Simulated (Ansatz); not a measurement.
# Al3BN2: the cost of one run

Computed with Ansatz 0.2.0 (DFT PBE, scalar-relativistic, plane waves, PAW, unless a step's input says otherwise).

**1. Starting point**

The structure is hexagonal, space group P6_3/mmc (No. 194). The conventional cell has a = 2.960 Å, b = 2.960 Å, c = 18.044 Å, α = 90.00°, β = 90.00°, γ = 120.00°. Around Al (site symmetry -3m) lie 6 N at 2.13 Å. Al (site symmetry 3m) has 3 N at 2.01 Å and 3 B at 2.77 Å as nearest neighbours. Around B (site symmetry -6m2) lie 6 Al at 2.77 Å. Around N (site symmetry 3m) lie 6 Al at 2.01 to 2.13 Å.

Structure file:

```cif
data_structure
_symmetry_space_group_name_H-M 'P6_3/mmc'
_symmetry_Int_Tables_number 194
_cell_length_a 2.9595
_cell_length_b 2.9595
_cell_length_c 18.0443
_cell_angle_alpha 90.000
_cell_angle_beta 90.000
_cell_angle_gamma 120.000
_cell_volume 136.87
loop_
_atom_site_label
_atom_site_type_symbol
_atom_site_symmetry_multiplicity
_atom_site_Wyckoff_symbol
_atom_site_fract_x
_atom_site_fract_y
_atom_site_fract_z
_atom_site_occupancy
Al1 Al 2 a 0.00000 0.00000 0.00000 1
Al2 Al 4 f 0.33333 0.66667 0.12900 1
B1 B 2 b 0.00000 0.00000 0.25000 1
N1 N 4 f 0.33333 0.66667 0.57010 1
```

The cell is invented: species swapped into a database cell of Ti3AlC2 (P6_3/mmc, No. 194), with Al on the Ti sites, B on the Al sites and N on the C sites. The dimensions are guesses.

**2. The guess as it stands, on a coarse mesh**

Input file input.yaml:

```yaml
crystal:
  lattice:
    - [2.95953699, 0.0, 0.0]
    - [-1.4797685, 2.56303422, 0.0]
    - [0.0, 0.0, 18.04431213]
  atoms:
    - { symbol: Al, position: [0.0, 0.0, 0.0] }
    - { symbol: Al, position: [0.0, 0.0, 0.5] }
    - { symbol: Al, position: [0.33333333, 0.66666667, 0.12899999] }
    - { symbol: Al, position: [0.66666667, 0.33333333, 0.62899999] }
    - { symbol: Al, position: [0.33333333, 0.66666667, 0.37100001] }
    - { symbol: Al, position: [0.66666667, 0.33333333, 0.87100001] }
    - { symbol: B, position: [0.0, 0.0, 0.25] }
    - { symbol: B, position: [0.0, 0.0, 0.75] }
    - { symbol: "N", position: [0.33333333, 0.66666667, 0.57010001] }
    - { symbol: "N", position: [0.66666667, 0.33333333, 0.07010001] }
    - { symbol: "N", position: [0.33333333, 0.66666667, 0.92989999] }
    - { symbol: "N", position: [0.66666667, 0.33333333, 0.42989999] }
basis:
  ecutwfc: 420
kpoints:
  mp_grid: { grid: [6, 6, 1] }
hamiltonian:
  xc: pbe
scf:
  occupations: { method: gaussian, width: 0.1 }
  lower_state_search: "off"
output:
  forces: true
  stress: true
  eigenvalues: true
```

Started as:

```
> ansatz run input.yaml --threads 1 --pin off --max-ram 2560MiB --backend cpu --events-out ev --progress --plain --runs-dir out
```

**Question.** How long does this run take on 1 thread of Intel Xeon at 2.70GHz, shared host, and how much memory does it need?

About 2.5 s, with a peak of 0.38 GiB.
